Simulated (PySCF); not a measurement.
# C5H14N2Si: magnetic properties

Programs: PySCF 2.14.0, with routines of our own; each step states its level. All values are computed. Atoms count from 0.

## (1) The system as given

22 atoms, charge 0, multiplicity 1; geometry from: GFN2-xTB.

## (2) Magnetic properties: GIAO B3LYP/pcSseg-1

The job: settings as JSON, then the geometry in Å.

```
{"job": {"kind": "mag", "xc": "B3LYP", "basis": "pcSseg-1", "isotopologues": 2}, "charge": 0, "multiplicity": 1}
C     -1.523067     1.960002    -0.318096
N     -1.216335     0.556175    -0.154813
Si    -2.380146    -0.537450     0.499201
N      0.171920     0.346266    -0.179477
C      0.794087    -0.063118     1.067382
C      2.223983    -0.383611     0.639289
C      2.084388    -0.873369    -0.815695
C      0.617519    -0.614691    -1.176489
H     -0.992063     2.346689    -1.189545
H     -2.592953     2.079263    -0.468522
H     -1.222683     2.547585     0.555970
H     -2.614442    -0.389077     1.945978
H     -1.899114    -1.896087     0.252496
H     -3.615611    -0.263865    -0.231551
H      0.736329     0.748308     1.794789
H      0.304789    -0.952827     1.496505
H      2.680530    -1.131724     1.284583
H      2.832257     0.518860     0.676448
H      2.326860    -1.931102    -0.908493
H      2.749673    -0.315661    -1.472793
H      0.033135    -1.545248    -1.125736
H      0.490531    -0.185932    -2.172280
```

Method: GIAO B3LYP/pcSseg-1 magnetisability, rotational g tensor and spin-rotation constants, non-relativistic, gas phase.

Started as:

```sh
$ OMP_NUM_THREADS=1 python excited_run.py task.json out
```

One launch serves the whole session: the jobs run in the order shown.

**Question.** How long does this first job take on 1 thread of Arm Neoverse V2, shared host, and how much memory does it need?

About 43 s, with a peak of 1 GiB.
